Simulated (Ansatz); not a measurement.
# AlBF2H2O: small, medium and large basis sets

The task here is to estimate one member of a computed series from the others.

Method: one geometry, several basis sets; program: Ansatz 0.2.0, Gaussian basis.

The runs, in order: PBE0-D4/def2-SVP; ωB97M-V/def2-SVP; PBE0-D4/def2-QZVPP; ωB97M-V/def2-QZVPP; the functionals' def2-TZVPP values are taken from earlier runs.

## Structure used throughout

The geometry comes from an earlier relaxation with PBE0-D4 in a triple-zeta def2 set; it is a stationary point, not always the lowest conformer.

7 atoms, charge 0, spin multiplicity 1.

Atoms are counted from 1 here; the program's logs count them from 0.

Bond lengths: O1–B2 1.351 Å, O1–H6 0.961 Å, B2–F3 1.331 Å, B2–Al4 2.153 Å, Al4–F5 1.661 Å, Al4–H7 1.580 Å. Angles: B2–O1–H6 113.4°, O1–B2–F3 115.5°, O1–B2–Al4 122.4°, F3–B2–Al4 122.1°, B2–Al4–F5 111.0°, B2–Al4–H7 132.2°, F5–Al4–H7 116.8°.

The first run:

File in.yaml:

```yaml
crystal:
  periodic: [false, false, false]
  atoms:
    - {symbol: O, position_ang: [0.462323, -0.166470, 1.769031]}
    - {symbol: B, position_ang: [0.511791, -0.675564, 0.519094]}
    - {symbol: F, position_ang: [1.170834, -1.824803, 0.394489]}
    - {symbol: Al, position_ang: [-0.411452, 0.301592, -1.162145]}
    - {symbol: F, position_ang: [-1.152669, 1.713102, -0.697832]}
    - {symbol: H, position_ang: [-0.019895, 0.662342, 1.825023]}
    - {symbol: H, position_ang: [-0.499632, -0.078199, -2.693261]}
basis:
  gaussian: {orbitals: def2-SVP}
hamiltonian: {xc: pbe0, dispersion: d4}
output: {orbitals: {seedname: orbitals}}
```

Among the steps run: PBE0-D4 in def2-SVP; ωB97M-V in def2-SVP; PBE0-D4 in def2-QZVPP; ωB97M-V in def2-QZVPP.

One table of the session follows, with a row left open; its other results are not shown here.

It belongs to the step «Functionals by basis». 

```
functional       basis  HOMO (eV)  LUMO (eV)
   PBE0-D4    def2-SVP      -7.82      -1.96
   PBE0-D4  def2-TZVPP      -7.96      -2.12
   PBE0-D4  def2-QZVPP      -7.98      -2.16
   ωB97M-V    def2-SVP          ?          ?
   ωB97M-V  def2-TZVPP     -10.10      -0.36
   ωB97M-V  def2-QZVPP     -10.13      -0.49
```

**Question.** Estimate the row for ωB97M-V, def2-SVP.

**Answer.** HOMO (eV): -9.94; LUMO (eV): -0.13. In the column «HOMO (eV)» it lies between ωB97M-V, def2-TZVPP (-10.10) and PBE0-D4, def2-QZVPP (-7.98).
